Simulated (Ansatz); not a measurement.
# C2H6N2Si: up Jacob's ladder to CCSD(T)

The task here is to estimate one member of a computed series from the others.

Computed with Ansatz 0.2.0, Gaussian basis. Level: functionals in def2-TZVPP, the program's frozen cores in correlated methods.

Plan: PBE-D4, r2SCAN-D4, PBE0-D4, B3LYP-D4, ωB97X-V, ωB97M-V, B2PLYP; CCSD(T)/def2-TZVPP; MP2/def2-QZVPP; extrapolation to the limit.

### The geometry

An earlier PBE0-D4 in a triple-zeta def2 set relaxation fixed the geometry.

SMILES `C1=NC[SiH2]N1`, 11 atoms, charge 0, spin multiplicity 1.

Atoms are counted from 1 here; the program's logs count them from 0.

Bond lengths: C1–N2 1.271 Å, C1–N5 1.381 Å, C1–H6 1.089 Å, N2–C3 1.467 Å, C3–Si4 1.897 Å, C3–H7 1.094 Å, C3–H8 1.094 Å, Si4–N5 1.745 Å, Si4–H9 1.488 Å, Si4–H10 1.488 Å, N5–H11 1.004 Å. Angles: N2–C1–N5 122.3°, N2–C1–H6 120.2°, N5–C1–H6 117.5°, C1–N2–C3 112.4°, N2–C3–Si4 106.1°, N2–C3–H7 109.3°, N2–C3–H8 109.4°, Si4–C3–H7 112.9°, Si4–C3–H8 113.0°, H7–C3–H8 106.1°, C3–Si4–N5 89.8°, C3–Si4–H9 116.8°, C3–Si4–H10 116.8°, N5–Si4–H9 112.5°, N5–Si4–H10 112.5°, H9–Si4–H10 107.6°, C1–N5–Si4 109.4°, C1–N5–H11 118.8° and more.

As a file:

```xyz
11
charge 0, multiplicity 1
C    -1.3413   -0.5024   -0.2531
N    -0.6473   -1.3708    0.3622
C     0.7157   -0.9035    0.6387
Si    0.8275    0.8476   -0.0820
N    -0.8335    0.7327   -0.6056
H    -2.3743   -0.7173   -0.5216
H     0.8968   -0.9318    1.7172
H     1.4347   -1.5964    0.1922
H     1.7691    1.0482   -1.2168
H     1.0444    1.9587    0.8838
H    -1.4266    1.3781   -1.0946
```

The first run:

in.yaml

```yaml
crystal:
  periodic: [false, false, false]
  atoms:
    - {symbol: C, position_ang: [-1.341263, -0.502413, -0.253115]}
    - {symbol: N, position_ang: [-0.647321, -1.370821, 0.362199]}
    - {symbol: C, position_ang: [0.715744, -0.903470, 0.638705]}
    - {symbol: Si, position_ang: [0.827538, 0.847624, -0.081983]}
    - {symbol: N, position_ang: [-0.833502, 0.732688, -0.605562]}
    - {symbol: H, position_ang: [-2.374324, -0.717300, -0.521558]}
    - {symbol: H, position_ang: [0.896814, -0.931774, 1.717215]}
    - {symbol: H, position_ang: [1.434747, -1.596404, 0.192245]}
    - {symbol: H, position_ang: [1.769113, 1.048239, -1.216835]}
    - {symbol: H, position_ang: [1.044427, 1.958652, 0.883842]}
    - {symbol: H, position_ang: [-1.426573, 1.378078, -1.094554]}
basis:
  gaussian: {orbitals: def2-TZVPP}
hamiltonian: {xc: pbe, dispersion: d4}
output: {forces: true, orbitals: {seedname: orbitals}}
```

On the command line:

```console
ansatz run in.yaml --threads 4 --pin off --events-out ev --progress --plain --max-ram 10444MiB
```

Steps of the session up to this table: PBE-D4 (GGA); r2SCAN-D4 (meta-GGA); PBE0-D4 (hybrid); B3LYP-D4 (hybrid); ωB97X-V (range-separated); ωB97M-V (range-separated); B2PLYP (double hybrid); CCSD(T) in def2-TZVPP; MP2 in def2-QZVPP.

One table of the session follows, with a row left open; its other results are not shown here.

```
            method  atomisation energy (eV)
            PBE-D4                   45.174
         r2SCAN-D4                   43.855
           PBE0-D4                   44.142
          B3LYP-D4                   44.058
           ωB97X-V                   44.166
           ωB97M-V                   44.082
            B2PLYP                   43.453
     HF/def2-TZVPP                   30.305
    MP2/def2-TZVPP                   43.177
   CCSD/def2-TZVPP                   41.622
CCSD(T)/def2-TZVPP                   42.423
           MP2/CBS                        ?
       CCSD(T)/CBS                   43.774
```

Estimate the missing values for MP2/CBS.

As computed: atomisation energy (eV): 44.528. In the column «atomisation energy (eV)» it lies between ωB97X-V (44.166) and PBE-D4 (45.174).
